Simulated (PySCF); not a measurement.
NVOCl2H2, in a box:

```xyz
7
Lattice="12.0000 0.0000 0.0000 0.0000 13.0000 0.0000 0.0000 0.0000 13.0000" Properties=species:S:1:pos:R:3 pbc="T T T"
N     5.6523    7.3445    7.4713
V     6.2628    6.3222    6.2132
O     7.2906    5.4922    7.0029
Cl    4.7169    4.9731    5.5100
Cl    7.1294    7.4589    4.6283
H     4.8987    8.0151    7.2886
H     5.8977    7.4042    8.4180
```

The cell isn't the ideal one: atoms moved at random, drawn with an rms of 0.05 Å.

Program: PySCF 2.14.0. Alike in all runs: task atomic charges; potentials or basis def2-svp (all-electron); no spin polarisation; cell atoms moved at random, drawn with an rms of 0.05 Å; k mesh 1 × 1 × 1; smearing fixed.

**Question.** Order these runs on this cell by their band gap on the k mesh, lowest first.
A. level r2SCAN0; exxdiv ewald
B. level revPBE+D3(BJ); three-body dispersion term no
C. level HSE06+D3(BJ); exxdiv ewald; three-body dispersion term no

**Answer.** B (3.28 eV), C (4.62 eV), A (5.65 eV).

Caveats: this is a molecule in a periodic box at the Γ point, so its band gap is the HOMO-LUMO gap; the basis of atomic orbitals isn't converged, which shifts pressures, moduli and gaps; this program's HSE differs a little from the usual definition (some runs).

Runs at the PBE level aren't shown here.
